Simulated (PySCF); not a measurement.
# C9H16Se: the cost of one run

Programs: PySCF 2.14.0, with routines of our own; each step states its level. All values are computed. Atoms count from 0.

### 1 The starting structure

26 atoms, charge 0, multiplicity 1; geometry from: GFN2-xTB.

### 2 Geometry optimisation at PBE0-D3(BJ)/def2-SVP

Job settings and geometry (Å):

```
{"job": {"xc": "PBE0", "basis": "def2-SVP", "d3": "d3bj", "grid": 2, "kind": "geom"}, "charge": 0, "multiplicity": 1}
C      3.431486    -0.579684    -1.008212
Se     1.783078     0.437595    -1.272635
C      0.917979    -0.041750     0.393833
C      0.297619     0.856483     1.157651
C     -0.235857     2.142033     0.651674
C     -1.681105     1.809655     0.212584
C     -1.791257     0.551214    -0.663068
C     -1.809144    -0.806823     0.081823
C     -0.643458    -1.766509    -0.213937
C      0.643643    -1.493449     0.595447
H      4.139810    -0.225425    -1.752324
H      3.253187    -1.642630    -1.150945
H      3.809840    -0.380759    -0.008976
H     -0.100816     0.527879     2.110892
H     -0.249997     2.932314     1.403393
H      0.340195     2.474027    -0.216861
H     -2.073909     2.661464    -0.346672
H     -2.302211     1.683511     1.102415
H     -0.978164     0.565025    -1.393645
H     -2.720811     0.636265    -1.230347
H     -1.870126    -0.640784     1.157842
H     -2.724150    -1.331121    -0.203997
H     -0.967277    -2.789211    -0.004930
H     -0.400735    -1.706556    -1.277777
H      0.469998    -1.704210     1.652559
H      1.441137    -2.145941     0.237487
```

Launch:

```bash
> OMP_NUM_THREADS=1 python excited_run.py task.json out
```

This one command runs all jobs of the session in turn.

**Question.** How long does this first job take on 1 thread of Arm Neoverse V1, shared host, and how much memory does it need?

About 5.5 min, with a peak of 1.3 GiB.
